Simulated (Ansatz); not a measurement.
Geometry optimisation, DFT PBE, scalar-relativistic, plane waves, PAW in Ansatz 0.2.0.

input.yaml

```yaml
crystal:
  lattice:
    - [-3.11, -5.386678, 0.0]
    - [4.665, -2.693339, 0.0]
    - [0.0, 0.0, 4.98]
  atoms:
    - { symbol: Al, position: [0.4961481, 0.6691035, 0.006957] }
    - { symbol: "N", position: [0.4997363, 0.6517396, 0.384506] }
    - { symbol: "N", position: [0.4937249, 0.33158, 0.8803896] }
    - { symbol: Al, position: [0.2496678, 0.1694673, -0.0128273] }
    - { symbol: Al, position: [0.2500185, 0.8290101, 0.498464] }
    - { symbol: "N", position: [0.2466243, 0.1647279, 0.3889671] }
    - { symbol: "N", position: [0.2527473, 0.8454721, 0.8844354] }
    - { symbol: Al, position: [-0.005272, 0.6641632, -0.0039071] }
    - { symbol: Al, position: [0.0018417, 0.3168674, 0.5066711] }
    - { symbol: "N", position: [-0.0001036, 0.664944, 0.3827795] }
    - { symbol: "N", position: [-0.0052724, 0.3262049, 0.8775919] }
    - { symbol: Mg, position: [0.7476251, 0.1662662, 0.0023322] }
    - { symbol: Al, position: [0.7579607, 0.8397069, 0.5102496] }
    - { symbol: "N", position: [0.7452879, 0.1666868, 0.3797062] }
    - { symbol: "N", position: [0.7418322, 0.8357707, 0.885011] }
basis:
  ecutwfc: 420.0
kpoints:
  mp_grid: { grid: [2, 2, 2] }
hamiltonian:
  xc: pbe
  pseudopotentials: { kind: paw, azcp: { folder: soft_1 } }
scf:
  occupations: { method: fermi_dirac, width: 0.05 }
  lower_state_search: "off"
relax:
  f_tol: 0.03
  max_steps: 60
  adjacent_minimum: "off"
output:
  write_density: true
  write_potential: true
  elf: true
  volumetric_format: npy
```

Launched with:

```bash
$ ansatz run input.yaml --threads 1 --pin off --max-ram 3072MiB --backend cpu --events-out ev --progress --plain --runs-dir out
```

**Question.** Where does it end, and by what steps?

**Answer.** The run converged. Limits of this set-up: coarse k mesh. After 13 steps the energy has fallen by 2.858 eV; N14 moved furthest, 0.97 Å. Joined: N6–N14 (3.10 → 1.42 Å).

```tsv
step	energy less start (eV)	largest force component (eV/Å)	accepted
0	0.0000	3.030	yes
1	-1.0131	1.665	yes
2	-1.6716	0.559	yes
3	-1.8300	0.558	yes
4	-1.9586	0.553	yes
5	-2.0750	0.558	yes
6	-2.3669	1.035	yes
7	-2.7003	0.817	yes
8	-2.7953	0.876	yes
9	-2.8239	0.710	yes
10	-2.8358	0.334	yes
11	-2.8489	0.187	yes
12	-2.8571	0.042	yes
13	-2.8575	0.025	yes
```

```xyz
15
Lattice="-3.1100 -5.3867 0.0000 4.6650 -2.6933 0.0000 0.0000 0.0000 4.9800" Properties=species:S:1:pos:R:3
Al 1.616 -4.480 -0.011
N 2.073 -4.792 1.738
N 0.116 -3.476 4.876
Al 0.003 -1.705 -0.003
Al 3.086 -3.537 2.499
N 0.154 -0.956 1.777
N 3.141 -3.551 4.330
Al 3.097 -1.788 0.001
Al 1.726 -1.027 2.688
N 3.037 -1.790 1.843
N 1.573 -0.955 4.422
Mg -1.578 -4.402 -0.020
Al 1.453 -6.298 2.480
N -2.267 -5.103 1.815
N 1.400 -6.200 4.290
```

The run took 78 s on 1 thread of Arm Neoverse V1 (shared host), peak memory 0.41 GiB.
